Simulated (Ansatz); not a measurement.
# PbO: stress in a strained cell

Aim: deform PbO (equal xx and yy strain of -1 %) and compute stress, forces and field gradients with LAPW, PAW and all-electron datasets made for the crystal.

Program: Ansatz 0.2.0. Level of theory: DFT LDA, scalar-relativistic. These are calculated values, not measurements.

## (1) Starting point

Symmetry: P4/nmm, No. 129, tetragonal system. Conventional cell: a = 3.974 Å, b = 3.974 Å, c = 5.022 Å, α = 90.00°, β = 90.00°, γ = 90.00°. Around Pb (site symmetry 4mm) lie 4 O at 2.31 Å. O (site symmetry -4m2) is surrounded by 4 Pb at 2.31 Å.

As a file:

```
Pb O
1.0
     3.97440    0.00000    0.00000
     0.00000    3.97440    0.00000
     0.00000    0.00000    5.02200
Pb O
2 2
Direct
  0.00000 0.50000 0.23510
  0.50000 0.00000 0.76490
  0.00000 0.00000 0.00000
  0.50000 0.50000 0.00000
```

Atoms are numbered in the order of the input: Pb1, Pb2, O3, O4.

## (2) The deformed structure

Space group P4/nmm before, P4/nmm after.

## (3) LAPW, all electrons

The input, input.yaml:

```yaml
crystal:
  lattice:
    - [3.934656, 0.0, 0.0]
    - [0.0, 3.934656, 0.0]
    - [0.0, 0.0, 5.022]
  atoms:
    - { symbol: Pb, position: [0.0, 0.5, 0.2351] }
    - { symbol: Pb, position: [0.5, 0.0, 0.7649] }
    - { symbol: O, position: [0.0, 0.0, 0.0] }
    - { symbol: O, position: [0.5, 0.5, 0.0] }
kpoints:
  mp_grid: { grid: [7, 7, 6] }
  band_path:
    path:
      - [0.0, 0.0, 0.0]
      - [0.0, 0.5, 0.0]
      - [0.5, 0.5, 0.0]
      - [0.0, 0.0, 0.0]
      - [0.0, 0.0, 0.5]
      - [0.0, 0.5, 0.5]
      - [0.5, 0.5, 0.5]
      - [0.0, 0.0, 0.5]
      - [0.0, 0.5, 0.0]
    npoints: 5
scf:
  occupations: { method: fermi_dirac, width: 0.03 }
hamiltonian:
  xc: lda
  pseudopotentials: { kind: all_electron, lapw: { basis_error: 0.001 } }
output:
  forces: true
  stress: true
  eigenvalues: true
```

The run is started by

```
$ ansatz run input.yaml --threads 1 --pin off --max-ram 4096MiB --backend cpu --events-out ev --progress --plain --runs-dir out
```

## (4) PAW on the default files

The input, input.yaml:

```yaml
crystal:
  lattice:
    - [3.934656, 0.0, 0.0]
    - [0.0, 3.934656, 0.0]
    - [0.0, 0.0, 5.022]
  atoms:
    - { symbol: Pb, position: [0.0, 0.5, 0.2351] }
    - { symbol: Pb, position: [0.5, 0.0, 0.7649] }
    - { symbol: O, position: [0.0, 0.0, 0.0] }
    - { symbol: O, position: [0.5, 0.5, 0.0] }
kpoints:
  mp_grid: { grid: [7, 7, 6] }
scf:
  occupations: { method: fermi_dirac, width: 0.03 }
hamiltonian:
  xc: lda
  pseudopotentials: { kind: paw }
output:
  forces: true
  stress: true
  eigenvalues: true
  efg: { contact_densities: true }
  write_density: true
  write_potential: true
  elf: true
  volumetric_format: npy
```

## (5) Datasets made for this crystal

Changes to input.yaml since step 4:

```diff
@@ -16,3 +16,3 @@
   xc: lda
-  pseudopotentials: { kind: paw }
+  pseudopotentials: { kind: all_electron, datasets: crystal }
 output:
@@ -22,5 +22 @@
   efg: { contact_densities: true }
-  write_density: true
-  write_potential: true
-  elf: true
-  volumetric_format: npy
```

(Steps that only read results are left out.)

Before running it: what results should come out? Wanted: pressure; largest shear or deviatoric stress.

**Answer**, as computed:

| quantity | value |
| --- | --- |
| pressure | LAPW 0.04, PAW 0.00, crystal datasets 0.04 GPa |
| largest shear or deviatoric stress (LAPW) | 0.22 GPa |

What this shows: The largest part of the stress beyond the pressure is 0.22 GPa in size, in the zz component; the atoms are carried along and not relaxed. No run of the undeformed cell stands beside it, so pressure and stress hold what the given cell had before the change, as far as its symmetry allows. PAW: stress within 0.05 GPa of LAPW, forces within 7 meV/Å. Crystal datasets: stress within 0.01 GPa of LAPW, forces within 1 meV/Å. Spin-orbit coupling is left out, though the cell holds Pb; in elements this heavy it can shift bands and gaps by tenths of an eV.

These are semilocal Kohn-Sham gaps, which aren't the measured quantity. Such gaps usually fall short of the measured ones; spin-orbit coupling, left out here, narrows gaps with Pb, so the two errors partly cancel.
